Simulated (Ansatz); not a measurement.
**BH₅OSiZn: how energies converge with the basis set**

One table from this session's results is given with a row withheld; the runs are named, their logs left out.

Program: Ansatz 0.2.0, Gaussian basis. Level of theory: one geometry, several basis sets. These are calculated values, not measurements.

The runs, in order: PBE0-D4/def2-SVP; ωB97M-V/def2-SVP; PBE0-D4/def2-QZVPP; ωB97M-V/def2-QZVPP; the functionals' def2-TZVPP values are taken from earlier runs.

## The geometry

The geometry comes from an earlier relaxation with PBE0-D4 in a triple-zeta def2 set; it is a stationary point, not always the lowest conformer.

9 atoms, charge 0, spin multiplicity 1.

Atoms are counted from 1 here; the program's logs count them from 0.

Bond lengths: B1–O2 1.334 Å, B1–H5 1.207 Å, B1–H6 1.214 Å, O2–Zn3 1.801 Å, Zn3–Si4 2.341 Å, Si4–H7 1.488 Å, Si4–H8 1.488 Å, Si4–H9 1.488 Å. Angles: O2–B1–H5 119.0°, O2–B1–H6 121.6°, H5–B1–H6 119.4°, B1–O2–Zn3 130.7°, O2–Zn3–Si4 176.7°, Zn3–Si4–H7 110.7°, Zn3–Si4–H8 110.5°, Zn3–Si4–H9 110.6°, H7–Si4–H8 108.3°, H7–Si4–H9 108.3°, H8–Si4–H9 108.3°.

Set-up of the first run:

in.yaml reads:

```yaml
crystal:
  periodic: [false, false, false]
  atoms:
    - {symbol: B, position_ang: [1.323904, 2.201956, -1.058459]}
    - {symbol: O, position_ang: [0.361788, 1.821873, -0.216013]}
    - {symbol: Zn, position_ang: [-0.235922, 0.180261, 0.221806]}
    - {symbol: Si, position_ang: [-1.099366, -1.895579, 0.874774]}
    - {symbol: H, position_ang: [1.551690, 3.379910, -1.193979]}
    - {symbol: H, position_ang: [1.972688, 1.392244, -1.689318]}
    - {symbol: H, position_ang: [-2.527159, -2.019864, 0.475441]}
    - {symbol: H, position_ang: [-0.336975, -3.001199, 0.234839]}
    - {symbol: H, position_ang: [-1.010638, -2.059591, 2.350900]}
basis:
  gaussian: {orbitals: def2-SVP}
hamiltonian: {xc: pbe0, dispersion: d4}
output: {orbitals: {seedname: orbitals}}
```

The run is started by

```
$ ansatz run in.yaml --threads 4 --pin off --events-out ev --progress --plain --max-ram 10444MiB
```

Among the steps run: PBE0-D4 in def2-SVP; ωB97M-V in def2-SVP; PBE0-D4 in def2-QZVPP; ωB97M-V in def2-QZVPP.

One of the session's tables, all rows but one given; the rest of the session is left out.

It belongs to the step «Functionals by basis». 

| functional | basis | HOMO (eV) |
| --- | --- | --- |
| PBE0-D4 | def2-SVP | -7.15 |
| PBE0-D4 | def2-TZVPP | -7.31 |
| PBE0-D4 | def2-QZVPP | -7.33 |
| ωB97M-V | def2-SVP | ? |
| ωB97M-V | def2-TZVPP | -9.61 |
| ωB97M-V | def2-QZVPP | -9.63 |

**Question.** Estimate the row for ωB97M-V, def2-SVP.

The run gave: HOMO (eV): -9.41. In the column «HOMO (eV)» it lies between ωB97M-V, def2-TZVPP (-9.61) and PBE0-D4, def2-QZVPP (-7.33).
